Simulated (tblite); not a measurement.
# C4H9BGeO: the cost of one run

The runs use tblite 0.8.0 and PySCF 2.14.0, with density-fitted response routines of our own; the level of theory stands in each step. All values are computed, except where a source is named. Atoms count from 0, in the outputs and in this text.

### Step 1. Starting geometry

16 atoms, charge 0, multiplicity 1; geometry from: force field or distance geometry start.

Bonds of the start (Å): C0–C1 1.48, C1–C2 1.19, C2–B3 1.54, B3–Ge4 2.01, Ge4–O5 1.79, O5–C6 1.41, C0–H7 1.10, C0–H8 1.11, C0–H9 1.12, B3–H10 1.18, Ge4–H11 1.56, Ge4–H12 1.55, C6–H13 1.11, C6–H14 1.11, C6–H15 1.13.

### Step 2. Relaxing the molecule with GFN2-xTB

What the job is given:

```
{"job": {"kind": "relax", "xc": "GFN2-xTB", "basis": "xTB"}, "charge": 0, "multiplicity": 1}
C      3.119100     0.269800     0.943800
C      2.031000    -0.251000     0.094900
C      1.158000    -0.693000    -0.582800
B      0.014400    -1.229400    -1.469000
Ge    -1.804600    -0.365300    -1.403100
O     -2.479800    -0.459700     0.256000
C     -2.064700     0.693300     0.949500
H      3.670200    -0.564000     1.414300
H      3.810300     0.870100     0.323600
H      2.672800     0.913300     1.743600
H      0.201000    -2.172700    -2.159500
H     -2.751900    -1.118400    -2.380600
H     -1.684900     1.113200    -1.863300
H     -2.478400     1.609300     0.484200
H     -0.959700     0.758100     1.021100
H     -2.460300     0.635500     2.001500
```

Started as:

```sh
$ OMP_NUM_THREADS=1 python probes_run.py task.json out
```

One launch serves the whole session: the jobs run in the order shown.

**Question.** How long does this first job take on 1 thread of Arm Neoverse N1, shared host, and how much memory does it need?

About 1.2 s, with a peak of 0.18 GiB.
